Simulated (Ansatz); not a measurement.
# Cl2GeH4Si: one species, many methods

An exercise on one series of results from a longer session: the logs are not shown, and one member is left open.

The runs use Ansatz 0.2.0, Gaussian basis; functionals in def2-TZVPP, the program's frozen cores in correlated methods.

The runs, in order: LDA (SPW92), PBE-D4, revPBE-D4, BLYP-D4, r2SCAN-D4, B97M-V, PBE0-D4, B3LYP-D4, r2SCANh-D4, r2SCAN0-D4, HSE06-D4, BHLYP-D4, CAM-B3LYP-D4, LC-ωPBE, ωB97X-V, ωB97M-V, B2PLYP, PBE-QIDH; CCSD(T)/def2-SVP; CCSD(T)/def2-TZVPP; MP2/def2-QZVPP; extrapolation to the limit; RPA on PBE.

**Structure used throughout**

All runs share one geometry, relaxed beforehand with PBE0-D4 in a triple-zeta def2 set.

SMILES `Cl[SiH](Cl)[GeH3]`, 8 atoms, charge 0, spin multiplicity 1.

Atoms are counted from 1 here; the program's logs count them from 0.

Bond lengths: Cl1–Si2 2.052 Å, Si2–Cl3 2.052 Å, Si2–Ge4 2.375 Å, Si2–H5 1.480 Å, Ge4–H6 1.536 Å, Ge4–H7 1.534 Å, Ge4–H8 1.536 Å. Angles: Cl1–Si2–Cl3 109.1°, Cl1–Si2–Ge4 109.3°, Cl1–Si2–H5 107.2°, Cl3–Si2–Ge4 109.3°, Cl3–Si2–H5 107.2°, Ge4–Si2–H5 114.7°, Si2–Ge4–H6 109.6°, Si2–Ge4–H7 108.8°, Si2–Ge4–H8 109.6°, H6–Ge4–H7 109.7°, H6–Ge4–H8 109.5°, H7–Ge4–H8 109.7°.

Set-up of the first run:

The input, in.yaml:

```yaml
crystal:
  periodic: [false, false, false]
  atoms:
    - {symbol: Cl, position_ang: [1.525166, -1.984432, 0.818375]}
    - {symbol: Si, position_ang: [1.094980, -0.039675, 0.326058]}
    - {symbol: Cl, position_ang: [2.242578, 0.517010, -1.281073]}
    - {symbol: Ge, position_ang: [-1.201931, 0.135106, -0.252902]}
    - {symbol: H, position_ang: [1.509205, 0.802434, 1.470983]}
    - {symbol: H, position_ang: [-1.526794, 1.586463, -0.635409]}
    - {symbol: H, position_ang: [-1.482189, -0.788817, -1.444893]}
    - {symbol: H, position_ang: [-2.068816, -0.285189, 0.942960]}
basis:
  gaussian: {orbitals: def2-TZVPP}
hamiltonian: {xc: lda}
output: {orbitals: {seedname: orbitals}}
```

Steps of the session up to this table: LDA; PBE-D4 (GGA); revPBE-D4 (GGA); BLYP-D4 (GGA); r2SCAN-D4 (meta-GGA); B97M-V (meta-GGA); PBE0-D4 (hybrid); B3LYP-D4 (hybrid); r2SCANh-D4 (hybrid); r2SCAN0-D4 (hybrid); HSE06-D4 (hybrid); BHLYP-D4 (hybrid); CAM-B3LYP-D4 (range-separated); LC-ωPBE-D4 (range-separated; the results give it without D4); ωB97X-V (range-separated); ωB97M-V (range-separated); B2PLYP (double hybrid); PBE-QIDH (double hybrid).

One of the session's tables, all rows but one given; the rest of the session is left out.

It belongs to the step «Orbital energies across the functionals». 

| functional | HOMO (eV) | gap (eV) |
| --- | --- | --- |
| LDA (SPW92) | -7.13 | 5.65 |
| PBE-D4 | -7.03 | 5.78 |
| revPBE-D4 | -6.99 | 5.84 |
| BLYP-D4 | -6.90 | 5.81 |
| r2SCAN-D4 | -7.33 | 6.36 |
| B97M-V | -7.44 | 6.39 |
| PBE0-D4 | -8.21 | 7.82 |
| B3LYP-D4 | -8.00 | 7.44 |
| r2SCANh-D4 | -7.76 | 7.08 |
| r2SCAN0-D4 | -8.40 | 8.16 |
| HSE06-D4 | -7.82 | 7.05 |
| BHLYP-D4 | -9.28 | 9.86 |
| CAM-B3LYP-D4 | -9.48 | 10.20 |
| LC-ωPBE | ? | ? |
| ωB97X-V | -10.46 | 12.17 |
| ωB97M-V | -10.24 | 11.73 |

**Question.** Estimate the row for LC-ωPBE.

**Answer.** HOMO (eV): -10.78; gap (eV): 12.61. In the column «HOMO (eV)» it is the lowest.
